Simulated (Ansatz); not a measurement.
# H4OS3Ti: one species, many methods

One table from this session's results is given with a row withheld; the runs are named, their logs left out.

The runs use Ansatz 0.2.0, Gaussian basis; functionals in def2-TZVPP, the program's frozen cores in correlated methods.

The runs, in order: PBE-D4, r2SCAN-D4, PBE0-D4, B3LYP-D4, ωB97X-V, ωB97M-V, B2PLYP; CCSD(T)/def2-TZVPP; MP2/def2-QZVPP; extrapolation to the limit.

## The geometry

The geometry comes from an earlier relaxation with PBE0-D4 in a triple-zeta def2 set; it is a stationary point, not always the lowest conformer.

SMILES `[OH][Ti]([SH])([SH])[SH]`, 9 atoms, charge 0, spin multiplicity 1.

Atoms are counted from 1 here; the program's logs count them from 0.

Bond lengths: O1–Ti2 1.763 Å, O1–H6 0.958 Å, Ti2–S3 2.279 Å, Ti2–S4 2.290 Å, Ti2–S5 2.277 Å, S3–H7 1.349 Å, S4–H8 1.347 Å, S5–H9 1.348 Å. Angles: Ti2–O1–H6 142.9°, O1–Ti2–S3 114.4°, O1–Ti2–S4 111.4°, O1–Ti2–S5 107.9°, S3–Ti2–S4 106.0°, S3–Ti2–S5 104.1°, S4–Ti2–S5 112.9°, Ti2–S3–H7 91.0°, Ti2–S4–H8 91.5°, Ti2–S5–H9 90.7°.

The first run:

The input, in.yaml:

```yaml
crystal:
  periodic: [false, false, false]
  atoms:
    - {symbol: O, position_ang: [0.982355, 1.480570, 0.343319]}
    - {symbol: Ti, position_ang: [0.155039, -0.012939, -0.094558]}
    - {symbol: S, position_ang: [-1.232410, 0.171627, -1.892630]}
    - {symbol: S, position_ang: [-1.142889, -0.784647, 1.626790]}
    - {symbol: S, position_ang: [1.729937, -1.516072, -0.760066]}
    - {symbol: H, position_ang: [1.135380, 2.381653, 0.057160]}
    - {symbol: H, position_ang: [-2.086114, 0.940523, -1.184982]}
    - {symbol: H, position_ang: [-0.388107, -0.134857, 2.534271]}
    - {symbol: H, position_ang: [0.846811, -2.525847, -0.629295]}
basis:
  gaussian: {orbitals: def2-TZVPP}
hamiltonian: {xc: pbe, dispersion: d4}
output: {forces: true, orbitals: {seedname: orbitals}}
```

On the command line:

```console
> ansatz run in.yaml --threads 2 --pin off --events-out ev --progress --plain --max-ram 32768MiB --backend cuda --devices 0, --max-vram 18GiB
```

Steps of the session up to this table: PBE-D4 (GGA); r2SCAN-D4 (meta-GGA); PBE0-D4 (hybrid); B3LYP-D4 (hybrid); ωB97X-V (range-separated); ωB97M-V (range-separated); B2PLYP (double hybrid).

One table of the session follows, with a row left open; its other results are not shown here.

```
functional  HOMO (eV)  LUMO (eV)  gap (eV)
    PBE-D4      -6.38      -3.58      2.80
 r2SCAN-D4      -6.66      -3.53      3.13
   PBE0-D4      -7.54      -2.69      4.85
  B3LYP-D4      -7.29      -2.90      4.39
   ωB97X-V          ?          ?         ?
   ωB97M-V      -9.63      -0.58      9.05
```

Estimate the missing values for ωB97X-V.

**Answer.** HOMO (eV): -9.80; LUMO (eV): -0.60; gap (eV): 9.20. In the column «HOMO (eV)» it is the lowest.
